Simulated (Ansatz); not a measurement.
**GeF+ (singlet): wave-function methods side by side at distance Ge1–F2 = 1.881 Å, cc-pVDZ**

One table from this session's results is given with a row withheld; the runs are named, their logs left out.

Computed with Ansatz 0.2.0, Gaussian basis. Level: cc-pVDZ, core rule «outside noble gas», up to 15 orbitals frozen.

To be run: UHF; CCSD(T) on RHF; BCCD(T) on RHF; CISD; CCSDT(Q) on RHF; CCSDTQ on RHF; CASSCF and MRCISD+Q, 2 electrons in 2 orbitals; CASSCF and NEVPT2, 2 electrons in 2 orbitals.

41 further runs of the same task are left out: 18 for a known fault of the program, 20 that didn't finish, 3 set aside as unsound or not needed.

## The system

The geometry derives from a PBE0/def2-TZVP stationary point (not a proven minimum). One bond is set to the value named and the two fragments are kept rigid. No spin-orbit coupling is included. The filled d shell of Ge may be among the frozen orbitals whatever the setting's name suggests; the logs give the count.

2 atoms, charge 1, spin multiplicity 1.

Atoms are counted from 1 here; the program's logs count them from 0.

Bond lengths: Ge1–F2 1.881 Å.

The first run:

File in.yaml:

```yaml
crystal:
  periodic: [false, false, false]
  atoms:
    - {symbol: Ge, position_ang: [0.000000, 0.000000, 0.000000]}
    - {symbol: F, position_ang: [0.000000, 0.000000, 1.881000]}
basis:
  gaussian: {orbitals: cc-pVDZ}
total_charge: 1
magnetization: {spin_polarized: true, initial_magnetization: 0}
hamiltonian: {xc: hf}
output: {orbitals: {seedname: orbitals}}
```

On the command line:

```bash
$ ansatz run in.yaml --threads 1 --pin off --events-out ev --progress --plain --max-ram 2393MiB
```

Among the steps run: UHF; CCSD(T) on RHF; BCCD(T) on RHF; CISD; CCSDT(Q) on RHF; CCSDTQ on RHF; CASSCF and MRCISD+Q, 2 electrons in 2 orbitals; CASSCF and NEVPT2, 2 electrons in 2 orbitals.

One of the session's tables, all rows but one given; the rest of the session is left out.

| method | from RCCSDTQ (kcal/mol) |
| --- | --- |
| RHF | +171.09 |
| RMP2 | +11.97 |
| RCCSD | +6.00 |
| RCCSD(T) | +1.02 |
| BCCD(T) | +0.72 |
| RCCSDT | +0.53 |
| RCCSDT(Q) | ? |
| RCCSDTQ | 0 |
| CASSCF pair | +156.65 |
| MRCISD pair | +14.11 |
| MRCISD+Q pair | +2.16 |

Estimate the missing values for RCCSDT(Q).

As computed: from RCCSDTQ (kcal/mol): -0.30. In the column «from RCCSDTQ (kcal/mol)» it is the lowest.

Not comparable, so not listed: CISD; CASSCF and NEVPT2, 2 electrons in 2 orbitals (they don't share determinant, frozen orbitals or solution with the rows shown, or repeat one).

Limits of these values: Warnings in the runs' records: passed over end.
